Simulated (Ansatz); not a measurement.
The system is NbTe.

```
CELL_PARAMETERS angstrom
3.70297 0.00000 0.00000
-1.85149 3.20687 0.00000
0.00000 0.00000 3.69421
ATOMIC_POSITIONS crystal
Te 0.66667 0.33333 0.00000
Nb 0.00000 0.00000 0.50000
```

The cell comes from a database or a generator and needn't be the stable form of this composition.

Base run:

- Program: Ansatz 0.2.0
- Functional: LDA
- Potentials or basis: Ansatz PAW
- Cutoff: 420 eV (not typed: the program's choice for these potentials)
- k mesh: 8 × 8 × 7
- Occupations: fermi-dirac, width 0.05 eV
- Spin: no spin polarisation

Its results: band gap on the k mesh none (metal or under the smearing width); pressure -7.5 GPa.

**Question.** The run is repeated on the same cell with these changes: hubbard terms from none to Nb d U = 6 eV; hubbard projectors from none to ortho-atomic (the default). What comes out?

**Answer.** Band gap on the k mesh none (metal or under the smearing width); pressure -3.2 GPa.

Caveats: spin-orbit coupling is left out, which moves the levels of the heavy elements; the PAW data sets come from PBE, with cores solved anew for the run's functional, which leaves a small shift of forces and pressure; U without spin polarisation on a metal has little footing (some runs); the U is typed as a test and isn't derived for this compound (some runs).
